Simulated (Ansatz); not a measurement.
# CH7GeN: the cost of one run

Computed with Ansatz 0.2.0 through its Python package. Level of theory: r2SCAN0/cc-pVDZ.

## Step 1: Starting point

Bond lengths: N1–C2 1.413 Å, C2–Ge3 1.925 Å, N1–H4 1.005 Å, N1–H5 1.108 Å, C2–H6 1.113 Å, C2–H7 1.122 Å, Ge3–H8 1.525 Å, Ge3–H9 1.586 Å, Ge3–H10 1.588 Å. Angles (14 of 15 angles, heavy atoms first): N1–C2–Ge3 107.3°, N1–C2–H6 110.8°, N1–C2–H7 112.9°, Ge3–C2–H6 110.2°, Ge3–C2–H7 108.2°, C2–N1–H4 108.3°, C2–N1–H5 107.0°, C2–Ge3–H8 111.0°, C2–Ge3–H9 110.7°, C2–Ge3–H10 109.7°, H6–C2–H7 107.5°, H4–N1–H5 104.6°, H8–Ge3–H9 111.8°, H8–Ge3–H10 107.2°.

The script holds or builds the structure itself.

## Step 2: The script

File ch7gen.py:

```python
"""Atomisation energy of CH7GeN at the given geometry."""

from collections import Counter

import ansatz as az

SETTINGS = {
    "basis_set": "cc-pVDZ",
    "functional": "R2SCAN0",
}


def total_energy(molecule, charge=0, unpaired=0):
    calc = (
        molecule.calculation()
        .basis(gaussian=SETTINGS["basis_set"])  # the orbital basis, by name
        .functional(SETTINGS["functional"])
    )
    if charge:
        calc = calc.charge(charge)
    if unpaired:
        calc = calc.spin("collinear", total=unpaired)
    report = calc.run(threads=1).report
    if report["published_state_doubts"]:
        print("  doubts:", report["published_state_doubts"])
    return report["free_energy_ev"]

system = (
    az.Crystal.molecule()
    .atom("N", [-1.3607, 0.3189, -0.4697])
    .atom("C", [0.0154, 0.6212, -0.3608])
    .atom("Ge", [0.801, -0.7001, 0.7973])
    .atom("H", [-1.4568, -0.517, -1.0184])
    .atom("H", [-1.8184, 1.1152, -1.0898])
    .atom("H", [0.5055, 0.5978, -1.3601])
    .atom("H", [0.2057, 1.6335, 0.084])
    .atom("H", [0.668, -2.098, 0.202])
    .atom("H", [0.1713, -0.6156, 2.251])
    .atom("H", [2.3521, -0.4071, 0.9674])
)

# Hund ground states
unpaired = {"N": 3, "C": 2, "Ge": 2, "H": 1}
counts = Counter(site.symbol for site in system.cartesian_sites)
atom_energy = {s: total_energy(az.Crystal.molecule().atom(s, (0, 0, 0)), 0, unpaired[s]) for s in counts}
whole = total_energy(system, 0, 0)
for s, e in atom_energy.items():
    print(f"{s:2s} x{counts[s]}  {e:14.5f} eV")
print(f"CH7GeN: {whole:.5f} eV")
split = sum(counts[s] * e for s, e in atom_energy.items()) - whole
print(f"atomisation energy (no zero-point term): {split:.3f} eV, {split / sum(counts.values()):.3f} eV an atom")
```

## Step 3: What the engine is handed

The package turns the script's settings into the engine's input (first run):

```yaml
crystal:
  periodic: [false, false, false]
  atoms:
    - { symbol: "N", position_ang: [0.0, 0.0, 0.0] }
basis:
  gaussian:
    orbitals: cc-pVDZ
hamiltonian:
  xc: r2scan0
magnetization:
  spin_polarized: true
  initial_magnetization: 3.0
```

## Step 4: Launch

Launch:

```bash
$ python ch7gen.py
```

**Question.** How long does this script take on 1 thread of Arm Neoverse V1, shared host, and how much memory does it need?

About 8.6 s, with a peak of 0.25 GiB.
